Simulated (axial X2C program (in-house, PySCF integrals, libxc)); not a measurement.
**TeSc⁻: bond curves with and without spin–orbit coupling**

What are the state, bond length, wavenumber and bond energy of TeSc⁻, and what does spin–orbit coupling change?

Computed with an in-house X2C program for linear molecules on PySCF integrals. Level: all-electron X2C, Te dyall-acv3z, Sc dyall-acv3z.

All values are calculated.

## 1. Input

Contents of task.json:

```json
{
 "zs": [
  52,
  21
 ],
 "q": -1,
 "bas": [
  "dyall-acv3z",
  "dyall-acv3z"
 ],
 "levels": [
  "PBE0",
  "HF",
  "BLYP"
 ],
 "cc": true,
 "r0": 2.44,
 "thr": -1.0,
 "nmax": 90,
 "npts": 10,
 "nst": 2,
 "ntry": 6
}
```

Keys: zs atomic numbers; q charge; bas basis sets; levels methods (HF also brings MP2); cc coupled cluster on or off; r0 starting distance in Å; thr threshold in hartree for freezing inner shells (an s shell follows its p shell); nmax most natural virtual spinors; npts points asked for on the curve; nst determinants followed; ntry starts of the search.

On the command line:

```sh
$ python so2c.py task.json out
```

Spin-free means the one-electron spin-free X2C Hamiltonian; two-component (2c) means X2C with spin–orbit coupling and atomic mean-field two-electron Coulomb and Gaunt terms. Basis: Te dyall-acv3z contracted to [12s13p9d5f1g], Sc dyall-acv3z contracted to [11s12p8d5f2g]; Gaussian nuclei, density fitting. Masses: Te 129.906 u, Sc 44.956 u.

Notation: σ, π±, δ± give the projection m of an orbital's angular momentum (0, ±1, ±2), α and β its spin, Λ and M_S the sums; ω is the projection of a spinor's total angular momentum and Ω the sum. Logs are in hartree.

The results follow Hamiltonian by Hamiltonian and level by level.

## 2. State search with PBE0

PBE0 moves the distance from 2.440 Å to 2.548 Å and compares determinants there.

Spin-free determinants:

```tsv
ΔE (eV)	state	open shells
0.00	M_S = 0, Λ = 0	closed shell
0.46	M_S = 1, Λ = 0	beyond closed shells: 2 × σα
0.46	M_S = 1, Λ = 1	beyond closed shells: σα, π+α
0.47	M_S = 1, Λ = 2	beyond closed shells: σα, δ+α
0.64	M_S = 0, Λ = 2	beyond closed shells: σα, δ+β
0.83	M_S = 0, Λ = 1	beyond closed shells: σα, π+β
```

Two-component determinants:

| ΔE (eV) | state | open shells |
| --- | --- | --- |
| 0.00 | Ω = 0 | closed shell |
| 0.46 | Ω = 1 | excess of +ω over −ω: 2 × ω = 1/2 |
| 0.46 | Ω = 1 | excess of +ω over −ω: ω = -1/2, ω = 3/2 |
| 0.47 | Ω = 2 | excess of +ω over −ω: ω = 1/2, ω = 3/2 |
| 0.47 | Ω = 3 | excess of +ω over −ω: ω = 1/2, ω = 5/2 |
| 0.65 | Ω = 2 | excess of +ω over −ω: ω = -1/2, ω = 5/2 |
| 1.77 | Ω = 4 | excess of +ω over −ω: ω = 3/2, ω = 5/2 |

## 3. PBE0, spin-free

State followed: M_S = 0, Λ = 0 (closed shell). The scan is laid around 2.548 Å, a first estimate of the minimum, and this SCF restarts from the orbitals of the search.

Output at 2.548 Å:

```text
spin-free X2C-1e  PBE0
basis functions 280  fitting functions 1437  grid points 5802
iter        total energy     max residual
   1      -7557.639310483     2.24e-05
   2      -7557.639310360     9.11e-05
   3      -7557.639310511     1.68e-05
   4      -7557.639310519     4.60e-06
   5      -7557.639310522     1.04e-06
   6      -7557.639310522     5.43e-07
converged
one-electron -10835.05394307  Coulomb 3267.17383727  exact exchange -53.29908464  xc functional -163.25035333  nuclear repulsion 226.79023325
```

Along the bond, energies from the lowest point:

| R (Å) | E (eV) | μ (D) | HOMO (eV) | LUMO (eV) | iterations |
| --- | --- | --- | --- | --- | --- |
| 2.319 | 0.4187 | -3.29 | -0.24 | 1.66 | 14 |
| 2.395 | 0.1641 | -3.07 | -0.31 | 1.66 | 15 |
| 2.472 | 0.0340 | -2.82 | -0.39 | 1.65 | 14 |
| 2.548 | 0.0000 | -2.54 | -0.46 | 1.65 | 6 |
| 2.637 | 0.0513 | -2.18 | -0.55 | 1.64 | 15 |
| 2.726 | 0.1741 | -1.80 | -0.63 | 1.62 | 15 |
| 2.841 | 0.4024 | -1.30 | -0.73 | 1.58 | 15 |

Dipoles are positive if Sc is the positive end and refer to the centre of mass.

Outer orbitals at the reference distance:

```tsv
symmetry	occupied	ε (eV)	atomic character
π-α	yes	-32.62	99% Sc p
π+α	yes	-32.62	99% Sc p
σα	yes	-32.26	98% Sc p
σα	yes	-10.92	69% Te s, 10% Sc p, 10% Sc d
σα	yes	-2.46	68% Te p, 14% Sc s, 11% Sc d
π+α	yes	-1.66	66% Te p, 20% Sc d, 7% Sc p
π-α	yes	-1.66	66% Te p, 20% Sc d, 7% Sc p
σα	yes	-0.46	49% Sc s, 20% Sc d, 15% Sc p
σα	no	1.65	82% Sc p, 10% Sc s, 5% Sc d
π-α	no	1.72	94% Sc p, 5% Sc d
π+α	no	1.72	94% Sc p, 5% Sc d
σα	no	2.01	43% Sc s, 30% Sc p, 24% Sc d
```

PBE0 fields in the half plane through the axis: z from -2.4 to 4.8 Å across, distance from the axis 0.15 to 2.25 Å upwards; Te lies at z = 0 and Sc at z = 2.548 Å; the ELF is damped to zero where the density is low.

log10 density (e/bohr³). Ten even steps from ' ' (-3.84 ) to '@' (1.83 ):
```
      ......::::::::::::::::::::::::::::::........
    ....::::::::::::::::::::::::::::::::::::......
  ....::::::--------------::::::::::::::::::::....
....::::------======--------------------::::::::..
....::----================------====------::::::..
..::::--====++++++++++==========++++====--::::::::
..::----====++**##**++++====++********==--::::::::
..::----==++**%%@@%%**++====++**%%%%**++==--::::::
```

ELF. Ten even steps from '0' (0.01 ) to '9' (0.97 ):
```
0001234444432112579999986
0013456666553222579999998
0134667777765311357899999
1246777777776310112358999
1357777545677300111013799
2467863222367313774100379
3578742676247338888500168
3578734575436368668820048
```

Re = 2.542 Å, ωe = 322 cm⁻¹, ωexe = 0.698 cm⁻¹, Be = 0.07812 cm⁻¹, De = 3.08 eV, μ = -2.56 D.

## 4. HF, spin-free

Output at 2.548 Å:

```text
spin-free X2C-1e  HF
basis functions 280  fitting functions 1437  grid points 5802
iter        total energy     max residual
   1      -7554.286211122     2.26e-01
   2      -7554.321810259     1.21e-02
   3      -7554.324905173     1.41e-02
   4      -7554.329837011     2.63e-03
   5      -7554.330267303     1.17e-03
   6      -7554.330458911     8.36e-04
   7      -7554.330533481     4.32e-04
   8      -7554.330551136     2.25e-04
   9      -7554.330557900     1.08e-04
  10      -7554.330559619     4.35e-05
  11      -7554.330559955     6.85e-06
  12      -7554.330559963     2.43e-06
  13      -7554.330559964     5.60e-07
converged
one-electron -10832.35934719  Coulomb 3264.48419931  exact exchange -213.24564533  xc functional 0.00000000  nuclear repulsion 226.79023325
```

Re = 2.610 Å, ωe = 316 cm⁻¹, ωexe = 0.591 cm⁻¹, Be = 0.07411 cm⁻¹, De = 1.30 eV, μ = -1.44 D.

## 5. BLYP, spin-free

The SCF at the reference distance of 2.548 Å:

```text
spin-free X2C-1e  BLYP
basis functions 280  fitting functions 1437  grid points 5802
iter        total energy     max residual
   1      -7558.431544831     7.84e-02
   2      -7558.318155541     9.28e-02
   3      -7557.605584502     9.26e-02
   4      -7558.287615472     8.53e-02
   5      -7558.270224051     1.00e-01
   6      -7558.229521904     1.08e-01
   7      -7558.308433361     8.50e-02
   8      -7558.433753254     1.34e-02
   9      -7558.441353688     5.02e-03
  10      -7558.441474421     5.19e-03
  11      -7558.442046698     1.01e-03
  12      -7558.442072071     3.25e-04
  13      -7558.442074265     2.05e-05
  14      -7558.442074277     4.40e-06
  15      -7558.442074278     4.52e-07
converged
one-electron -10835.11337135  Coulomb 3267.23610107  exact exchange 0.00000000  xc functional -217.35503725  nuclear repulsion 226.79023325
```

Re = 2.580 Å, ωe = 294.6 cm⁻¹, ωexe = 0.779 cm⁻¹, Be = 0.07585 cm⁻¹, De = 3.21 eV, μ = -2.93 D.

## 6. Correlated methods, spin-free

Correlated methods: 10 electrons correlated (frozen shells, counted by type: Te 4 s, 3 p, 2 d; Sc 3 s, 2 p), 400 virtual spinors in MP2, 88 natural virtuals in coupled cluster.

Output of the correlated part at 2.548 Å:

```text
correlated 10  virtual 400  natural virtual 88  E(MP2) -0.210865722  MP2 remainder -0.013265755
iter   CCSD correlation   residual
   1     -0.203749632   2.14e-01
   2     -0.212726498   1.27e-01
   3     -0.217129465   6.07e-02
   4     -0.217459391   2.24e-02
   5     -0.217632802   8.43e-03
   6     -0.217640949   2.97e-03
   7     -0.217639598   9.91e-04
   8     -0.217647773   4.11e-04
   9     -0.217645414   1.90e-04
  10     -0.217646715   9.92e-05
  11     -0.217645358   5.97e-05
  12     -0.217645533   3.22e-05
  13     -0.217645542   1.48e-05
(T) -0.017965933  T1 0.0493  D1 0.0646  max T2 0.166
```

T1 in the output is the amplitude norm over the root of the electron number; divide by √2 for the Lee–Taylor value.

MP2: Re = 2.581 Å, ωe = 321 cm⁻¹, Be = 0.07578 cm⁻¹, De = 3.00 eV.

CCSD: Re = 2.597 Å, ωe = 316 cm⁻¹, ωexe = 0.621 cm⁻¹, Be = 0.07485 cm⁻¹, De = 2.80 eV. T1 at Re = 0.035 (Lee–Taylor, the printed value over √2).

CCSD(T): Re = 2.599 Å, ωe = 312 cm⁻¹, ωexe = 0.654 cm⁻¹, Be = 0.07471 cm⁻¹, De = 3.10 eV. T1 at Re = 0.035 (Lee–Taylor, the printed value over √2).

## 7. A higher determinant, spin-free

State: M_S = 1, Λ = 0 (beyond closed shells: 2 × σα).

Output at the reference distance:

```text
spin-free X2C-1e  PBE0
basis functions 280  fitting functions 1437  grid points 5802
iter        total energy     max residual
   1      -7557.622495451     1.17e-05
   2      -7557.622495473     1.48e-05
   3      -7557.622495479     7.52e-06
   4      -7557.622495484     6.46e-06
   5      -7557.622495488     4.01e-06
   6      -7557.622495488     4.99e-07
converged
one-electron -10835.89655572  Coulomb 3268.11632557  exact exchange -53.32723730  xc functional -163.30526128  nuclear repulsion 226.79023325
```

| R (Å) | E above the lowest PBE0 point (eV) |
| --- | --- |
| 2.319 | 0.993 |
| 2.395 | 0.707 |
| 2.472 | 0.537 |
| 2.548 | 0.458 |
| 2.637 | 0.451 |
| 2.726 | 0.512 |
| 2.841 | 0.659 |

Re = 2.599 Å, ωe = 282.0 cm⁻¹, ωexe = 0.693 cm⁻¹, Be = 0.07472 cm⁻¹, μ = -2.98 D. Te = 0.44 eV.

## 8. The spin-free curves together

Energy (eV) of the followed determinant, spin-free, from each level's lowest point:

```csv
R (Å),PBE0,HF,MP2,CCSD,CCSD(T),BLYP
2.319,0.419,0.729,0.586,0.650,0.652,0.504
2.395,0.164,0.359,0.264,0.307,0.310,0.225
2.472,0.034,0.133,0.079,0.102,0.105,0.066
2.548,0.000,0.021,0.000,0.006,0.008,0.000
2.637,0.051,0.000,0.012,0.000,0.000,0.011
2.726,0.174,0.069,0.107,0.079,0.075,0.090
2.841,0.402,0.251,0.315,0.269,0.257,0.259
```

## 9. PBE0, 2c

State followed: Ω = 0 (closed shell). The scan is laid around 2.548 Å, a first estimate of the minimum, and this SCF restarts from the orbitals of the search.

The SCF at the reference distance of 2.548 Å:

```text
two-component X2C + atomic mean field  PBE0
basis functions 280  fitting functions 1437  grid points 5802
iter        total energy     max residual
   1      -7554.627319517     5.75e-06
   2      -7554.627319522     4.18e-06
   3      -7554.627319523     4.17e-06
converged
one-electron -10826.27514975  Coulomb 3265.49908563  exact exchange -53.26942368  xc functional -163.16451404  nuclear repulsion 226.79023325  atomic mean-field constant -4.20755093
```

Along the bond, energies from the lowest point:

```
R (Å)  E (eV)  μ (D)  HOMO (eV)  LUMO (eV)  iterations
2.319  0.4209  -3.32      -0.24       1.67          16
2.395  0.1664  -3.11      -0.31       1.67          16
2.472  0.0354  -2.87      -0.38       1.67          16
2.548  0.0000  -2.60      -0.45       1.66           3
2.637  0.0489  -2.25      -0.53       1.65          17
2.726  0.1687  -1.89      -0.61       1.63          17
2.841  0.3920  -1.41      -0.70       1.59          18
```

Dipoles are positive if Sc is the positive end and refer to the centre of mass.

Outer spinors at the reference distance:

```csv
ω,occupied,ε (eV),atomic character,λ mixture
1/2,yes,-32.83,99% Sc p,"86% π, 14% σ"
3/2,yes,-32.41,99% Sc p,100% π
1/2,yes,-32.11,98% Sc p,"86% σ, 14% π"
1/2,yes,-10.92,"69% Te s, 10% Sc p, 10% Sc d",100% σ
1/2,yes,-2.59,"70% Te p, 11% Sc s, 11% Sc d","86% σ, 14% π"
1/2,yes,-1.77,"66% Te p, 18% Sc d, 6% Sc p","86% π, 14% σ"
3/2,yes,-1.47,"64% Te p, 21% Sc d, 8% Sc p",100% π
1/2,yes,-0.45,"49% Sc s, 20% Sc d, 15% Sc p",100% σ
1/2,no,1.66,"83% Sc p, 11% Sc s, 5% Sc d",100% σ
3/2,no,1.72,"94% Sc p, 5% Sc d",100% π
1/2,no,1.72,"95% Sc p, 4% Sc d",100% π
1/2,no,2.01,"43% Sc s, 30% Sc p, 23% Sc d","98% σ, 2% π"
```

PBE0 fields in the half plane through the axis: z from -2.4 to 4.8 Å across, distance from the axis 0.15 to 2.25 Å upwards; Te lies at z = 0 and Sc at z = 2.548 Å; the ELF is damped to zero where the density is low.

log10 density (e/bohr³). Ten even steps from ' ' (-3.83 ) to '@' (1.83 ):
```
      ......::::::::::::::::::::::::::::::........
    ....::::::::::::::::::::::::::::::::::::......
  ....::::::--------------::::::::::::::::::::....
....::::------======--------------------::::::::..
....::----================------====------::::::..
..::::--====++++++++++==========++++====--::::::::
..::----====++**##**++++====++********==--::::::::
..::----==++**##@@%%**++====++**%%%%**++==--::::::
```

ELF. Ten even steps from '0' (0.01 ) to '9' (0.97 ):
```
0001234444432112579999986
0013456666553222579999998
0134667777765312357899999
1246777777776310112358999
1357777545677300111013799
2467863222367313774100379
3578742676247338888500168
3578734575436368668820048
```

Re = 2.544 Å, ωe = 320 cm⁻¹, ωexe = 0.713 cm⁻¹, Be = 0.07801 cm⁻¹, De = 2.93 eV, μ = -2.61 D.

## 10. HF, 2c

Output at 2.548 Å:

```text
two-component X2C + atomic mean field  HF
basis functions 280  fitting functions 1437  grid points 5802
iter        total energy     max residual
   1      -7551.271076511     2.26e-01
   2      -7551.306503968     1.21e-02
   3      -7551.309569500     1.41e-02
   4      -7551.314535752     2.64e-03
   5      -7551.314974670     1.15e-03
   6      -7551.315172006     8.17e-04
   7      -7551.315250040     4.18e-04
   8      -7551.315268118     2.17e-04
   9      -7551.315275165     1.07e-04
  10      -7551.315277158     4.51e-05
  11      -7551.315277713     2.34e-05
  12      -7551.315277788     1.89e-05
  13      -7551.315277830     1.37e-05
  14      -7551.315277849     8.90e-06
  15      -7551.315277860     3.15e-06
  16      -7551.315277861     6.42e-07
converged
one-electron -10823.57062635  Coulomb 3262.79887532  exact exchange -213.12620914  xc functional 0.00000000  nuclear repulsion 226.79023325  atomic mean-field constant -4.20755093
```

Re = 2.611 Å, ωe = 315 cm⁻¹, ωexe = 0.595 cm⁻¹, Be = 0.07403 cm⁻¹, De = 1.10 eV, μ = -1.48 D.

## 11. BLYP, 2c

The SCF at the reference distance of 2.548 Å:

```text
two-component X2C + atomic mean field  BLYP
basis functions 280  fitting functions 1437  grid points 5802
iter        total energy     max residual
   1      -7555.420636754     7.81e-02
   2      -7555.309727392     9.13e-02
   3      -7554.600700373     9.34e-02
   4      -7555.290384394     7.98e-02
   5      -7555.280250775     9.36e-02
   6      -7555.215917139     1.10e-01
   7      -7555.282791560     8.26e-02
   8      -7555.393703229     4.33e-02
   9      -7555.430474980     5.81e-03
  10      -7555.431091387     1.04e-03
  11      -7555.431130052     3.58e-04
  12      -7555.431133215     4.67e-05
  13      -7555.431133328     2.95e-05
  14      -7555.431133351     5.13e-06
  15      -7555.431133352     2.78e-06
converged
one-electron -10826.33051807  Coulomb 3265.55719347  exact exchange 0.00000000  xc functional -217.24049106  nuclear repulsion 226.79023325  atomic mean-field constant -4.20755093
```

Re = 2.582 Å, ωe = 292.1 cm⁻¹, ωexe = 0.795 cm⁻¹, Be = 0.07571 cm⁻¹, De = 3.02 eV, μ = -2.97 D.

## 12. MP2 and beyond, 2c

Correlated methods: 10 electrons correlated (frozen shells, counted by type: Te 4 s, 3 p, 2 d; Sc 3 s, 2 p), 400 virtual spinors in MP2, 90 natural virtuals in coupled cluster.

Output of the correlated part at 2.548 Å:

```text
correlated 10  virtual 400  natural virtual 90  E(MP2) -0.210400568  MP2 remainder -0.012669033
iter   CCSD correlation   residual
   1     -0.203801507   2.13e-01
   2     -0.212714186   1.26e-01
   3     -0.217094033   6.08e-02
   4     -0.217441075   2.26e-02
   5     -0.217610336   8.54e-03
   6     -0.217615865   3.12e-03
   7     -0.217615677   1.21e-03
   8     -0.217625817   6.51e-04
   9     -0.217623255   4.26e-04
  10     -0.217625955   2.95e-04
  11     -0.217622920   2.09e-04
  12     -0.217623495   1.24e-04
  13     -0.217622896   7.49e-05
  14     -0.217622764   4.56e-05
  15     -0.217622812   2.43e-05
  16     -0.217622688   1.20e-05
  17     -0.217622686   5.96e-06
(T) -0.017945301  T1 0.0494  D1 0.0676  max T2 0.167
```

MP2: Re = 2.582 Å, ωe = 320 cm⁻¹, Be = 0.07571 cm⁻¹, De = 2.81 eV.

CCSD: Re = 2.598 Å, ωe = 314 cm⁻¹, ωexe = 0.607 cm⁻¹, Be = 0.07477 cm⁻¹, De = 2.60 eV. T1 at Re = 0.036 (Lee–Taylor, the printed value over √2).

CCSD(T): Re = 2.601 Å, ωe = 310 cm⁻¹, ωexe = 0.636 cm⁻¹, Be = 0.07462 cm⁻¹, De = 2.91 eV. T1 at Re = 0.036 (Lee–Taylor, the printed value over √2).

## 13. A higher determinant, 2c

State: Ω = 1 (excess of +ω over −ω: 2 × ω = 1/2).

Output at the reference distance:

```text
two-component X2C + atomic mean field  PBE0
basis functions 280  fitting functions 1437  grid points 5802
iter        total energy     max residual
   1      -7554.610472181     3.80e-05
   2      -7554.610472222     2.92e-05
   3      -7554.610472237     2.51e-05
   4      -7554.610472262     1.60e-05
   5      -7554.610472280     2.19e-06
   6      -7554.610472280     4.31e-07
converged
one-electron -10827.09200670  Coulomb 3266.41488122  exact exchange -53.29733262  xc functional -163.21869651  nuclear repulsion 226.79023325  atomic mean-field constant -4.20755093
```

```
R (Å)  E above the lowest PBE0 point (eV)
2.319                               0.995
2.395                               1.130
2.472                               0.931
2.548                               0.458
2.637                               0.787
2.726                               0.797
2.841                               0.901
```

No constants are quoted: the solution changes its character somewhere along the scan, so the fit is set aside.

## 14. The 2c curves together

Energy (eV) of the followed determinant, 2c, from each level's lowest point:

```csv
R (Å),PBE0,HF,MP2,CCSD,CCSD(T),BLYP
2.319,0.421,0.731,0.586,0.653,0.655,0.506
2.395,0.166,0.361,0.265,0.309,0.313,0.227
2.472,0.035,0.135,0.079,0.104,0.108,0.067
2.548,0.000,0.022,0.000,0.007,0.010,0.000
2.637,0.049,0.000,0.010,0.000,0.000,0.009
2.726,0.169,0.067,0.104,0.078,0.073,0.085
2.841,0.392,0.246,0.309,0.265,0.253,0.249
```

Time for the job: 4.7 min (1 thread of Arm Neoverse V1, shared host).

## 15. Results

Lowest determinant that the search found at its distance, spin-free: M_S = 0, Λ = 0 (closed shell).

Lowest determinant that the search found at its distance, 2c: Ω = 0 (closed shell).

```csv
Hamiltonian,level,Re (Å),ωe (cm⁻¹),De (eV),μ (D)
spin-free,PBE0,2.542,322,3.08,-2.56
spin-free,HF,2.610,316,1.30,-1.44
spin-free,MP2,2.581,321,3.00,n/a
spin-free,CCSD,2.597,316,2.80,n/a
spin-free,CCSD(T),2.599,312,3.10,n/a
spin-free,BLYP,2.580,294.6,3.21,-2.93
2c,PBE0,2.544,320,2.93,-2.61
2c,HF,2.611,315,1.10,-1.48
2c,MP2,2.582,320,2.81,n/a
2c,CCSD,2.598,314,2.60,n/a
2c,CCSD(T),2.601,310,2.91,n/a
2c,BLYP,2.582,292.1,3.02,-2.97
```

Dipoles are positive if Sc is the positive end and refer to the centre of mass.

Time per point (s) on 1 thread of Arm Neoverse V1, shared host (2c runs; CCSD comes with the CCSD(T) run); the times are rough: PBE0 1.4, HF 1.2, MP2 1.9, CCSD(T) 5.7, BLYP 0.98.

At CCSD(T), going from spin-free to two-component changes Re by +2 mÅ, ωe by -0.6 %, which is small (part of it comes from the scalar share of the two-electron terms). De moves by -0.19 eV; both De rest on single-determinant atoms, which can miss part of an open shell's spin–orbit lowering.

De refers to Te- + Sc, each in the lowest determinant found, which need not be this curve's own limit. Each curve is one determinant whose occupation by symmetry is held fixed; it was picked as the lowest of a PBE0 search that is not exhaustive. The closed shell is kept restricted; where the fragments are open shells, the energy then runs too high at long range. Dissociation energies refer to the lowest single-determinant-based atoms at the same level and basis. CCSD and (T) use frozen natural virtuals with an MP2 correction for the truncation. With the outer-core shells frozen, correlated bond lengths of heavy atoms tend to come out a few hundredths of an ångström too long. T1 at Re is 0.036 (Lee–Taylor), above the customary mark of 0.02.
